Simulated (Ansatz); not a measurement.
# Au: the cost of one run

Computed with Ansatz 0.2.0 (DFT r2SCAN, scalar-relativistic, plane waves, PAW, unless a step's input says otherwise).

## 1. The system as given

It takes space group Fm-3m (No. 225, cubic). Conventional cell: a = 4.080 Å, b = 4.080 Å, c = 4.080 Å, α = 90.00°, β = 90.00°, γ = 90.00°. Au (site symmetry m-3m) is surrounded by 12 Au at 2.88 Å.

Structure file:

```cif
data_structure
_symmetry_space_group_name_H-M 'Fm-3m'
_symmetry_Int_Tables_number 225
_cell_length_a 4.0800
_cell_length_b 4.0800
_cell_length_c 4.0800
_cell_angle_alpha 90.000
_cell_angle_beta 90.000
_cell_angle_gamma 90.000
_cell_volume 67.92
loop_
_atom_site_label
_atom_site_type_symbol
_atom_site_symmetry_multiplicity
_atom_site_Wyckoff_symbol
_atom_site_fract_x
_atom_site_fract_y
_atom_site_fract_z
_atom_site_occupancy
Au1 Au 4 a 0.00000 0.00000 0.00000 1
```

## 2. Relaxing cell and atoms: Au, no spin

input.yaml reads:

```yaml
crystal:
  lattice:
    - [0.0, 2.04, 2.04]
    - [2.04, 0.0, 2.04]
    - [2.04, 2.04, 0.0]
  atoms:
    - { symbol: Au, position: [0.0, 0.0, 0.0] }
scf:
  occupations: { method: gaussian, width: 0.1 }
output:
  forces: true
  stress: true
  eigenvalues: true
  write_density: true
  write_potential: true
  elf: true
  volumetric_format: npy
kpoints:
  mp_grid: { grid: [34, 34, 34] }
hamiltonian:
  xc: r2scan
relax:
  f_tol: 0.003
  max_steps: 60
  cell: { stress_tol: 0.02 }
```

Run with:

```
$ ansatz run input.yaml --threads 4 --pin off --max-ram 8192MiB --backend cpu --events-out ev --progress --plain --runs-dir out
```

What time and memory should one allow on 4 threads of Arm Neoverse N1, shared host?

About 84 s, with a peak of 0.67 GiB.
